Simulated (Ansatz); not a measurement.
# InSb: the cost of one run

Method: DFT PBEsol, scalar-relativistic, plane waves, PAW, in Ansatz 0.2.0.

## Step 1: The structure to begin with

It takes space group F-43m (No. 216, cubic). Conventional cell: a = 6.478 Å, b = 6.478 Å, c = 6.478 Å, α = 90.00°, β = 90.00°, γ = 90.00°. In (site symmetry -43m) has 4 Sb at 2.81 Å as nearest neighbours. Sb (site symmetry -43m) has 4 In at 2.81 Å as nearest neighbours.

Coordinates:

```cif
data_structure
_symmetry_space_group_name_H-M 'F-43m'
_symmetry_Int_Tables_number 216
_cell_length_a 6.4782
_cell_length_b 6.4782
_cell_length_c 6.4782
_cell_angle_alpha 90.000
_cell_angle_beta 90.000
_cell_angle_gamma 90.000
_cell_volume 271.87
loop_
_atom_site_label
_atom_site_type_symbol
_atom_site_symmetry_multiplicity
_atom_site_Wyckoff_symbol
_atom_site_fract_x
_atom_site_fract_y
_atom_site_fract_z
_atom_site_occupancy
In1 In 4 a 0.00000 0.00000 0.00000 1
Sb1 Sb 4 c 0.25000 0.25000 0.25000 1
```

The cell is taken as given, not relaxed at this level.

## Step 2: The undisturbed cell

input.yaml reads:

```yaml
crystal:
  lattice:
    - [0.0, 3.2391, 3.2391]
    - [3.2391, 0.0, 3.2391]
    - [3.2391, 3.2391, 0.0]
  atoms:
    - { symbol: In, position: [0.0, 0.0, 0.0] }
    - { symbol: Sb, position: [0.75, 0.75, 0.75] }
basis:
  ecutwfc: 420
kpoints:
  mp_grid: { grid: [12, 12, 12] }
hamiltonian:
  xc: pbesol
scf:
  occupations: { method: gaussian, width: 0.15 }
output:
  forces: true
  stress: true
  eigenvalues: true
```

**Question.** How long does this run take on 1 thread of an x86-64 CPU, shared host, and how much memory does it need?

About 4.9 s, with a peak of 0.43 GiB.
